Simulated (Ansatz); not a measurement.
# C2H4BCl2F: the cost of one run

Method: RKS PBE-D4/def2-SVP; program: Ansatz 0.2.0.

## (1) Starting geometry

SMILES `BCC(F)(Cl)Cl`, 10 atoms, charge 0, spin multiplicity 1.

Atoms are counted from 1 here; the program's logs count them from 0.

Bond lengths: B1–C2 1.568 Å, B1–H7 1.217 Å, B1–H8 1.214 Å, C2–C3 1.517 Å, C2–H9 1.118 Å, C2–H10 1.110 Å, C3–F4 1.355 Å, C3–Cl5 1.809 Å, C3–Cl6 1.808 Å. Angles: C2–B1–H7 117.9°, C2–B1–H8 122.4°, H7–B1–H8 119.6°, B1–C2–C3 116.3°, B1–C2–H9 106.3°, B1–C2–H10 111.0°, C3–C2–H9 108.2°, C3–C2–H10 110.0°, H9–C2–H10 104.3°, C2–C3–F4 110.6°, C2–C3–Cl5 110.0°, C2–C3–Cl6 111.7°, F4–C3–Cl5 108.0°, F4–C3–Cl6 107.6°, Cl5–C3–Cl6 108.9°.

Geometry (Å):

```mol
C2H4BCl2F
  3D, bonds by distance, orders not assigned

 10  9  0  0  0  0  0  0  0  0999 V2000
    0.3884   -1.4791   -0.0257 B   0  0
    0.2071   -0.0352    0.5584 C   0  0
   -0.4344    0.9853   -0.3623 C   0  0
   -1.6428    0.5465   -0.7913 F   0  0
    0.6116    1.2516   -1.8142 Cl  0  0
   -0.6917    2.5687    0.4720 Cl  0  0
    0.9910   -2.2943    0.6472 H   0  0
   -0.0767   -1.8115   -1.0968 H   0  0
   -0.4373   -0.1423    1.4652 H   0  0
    1.1679    0.3592    0.9507 H   0  0
  1  2  8  0
  1  7  8  0
  1  8  8  0
  2  3  8  0
  2  9  8  0
  2 10  8  0
  3  4  8  0
  3  5  8  0
  3  6  8  0
M  END
```

This geometry comes from a loose relaxation at PBE in a small basis, which is not shown.

## (3) The grid

The axes are (1) dihedral H7–B1–C2–C3: 18 values from −180 to 160 °, periodic; (2) dihedral B1–C2–C3–F4: 18 values from −180 to 160 °, periodic.

Nothing else is relaxed (all other coordinates rigid). Energies count from the relaxed molecule at the same level. Points are written as (first, second).

(The set-up runs are not shown.)

## (4) Grid point (−180°, −180°)

Input file input.yaml:

```yaml
crystal:
  periodic: [false, false, false]
  atoms:
    - { symbol: B, position_ang: [0.38867, -1.479935, -0.025287] }
    - { symbol: C, position_ang: [0.205963, -0.035756, 0.557599] }
    - { symbol: C, position_ang: [-0.554913, 0.949009, -0.309542] }
    - { symbol: F, position_ang: [-0.644272, 2.154581, 0.302571] }
    - { symbol: Cl, position_ang: [-2.234758, 0.344787, -0.602283] }
    - { symbol: Cl, position_ang: [0.261971, 1.203812, -1.902626] }
    - { symbol: H, position_ang: [0.994559, -2.293081, 0.646243] }
    - { symbol: H, position_ang: [-0.078162, -1.814473, -1.093585] }
    - { symbol: H, position_ang: [-0.347753, -0.154597, 1.520891] }
    - { symbol: H, position_ang: [1.182946, 0.399757, 0.854882] }
basis:
  gaussian: { orbitals: def2-SVP }
hamiltonian:
  xc: pbe
  dispersion: d4
output:
  forces: true
```

Run with:

```bash
> ansatz run input.yaml --threads 1 --pin off --max-ram 2560MiB --backend cpu --events-out ev --progress --plain --runs-dir out
```

**Question.** How long does this run take on 1 thread of Arm Neoverse V1, shared host, and how much memory does it need?

About 4.2 s, with a peak of 0.14 GiB.
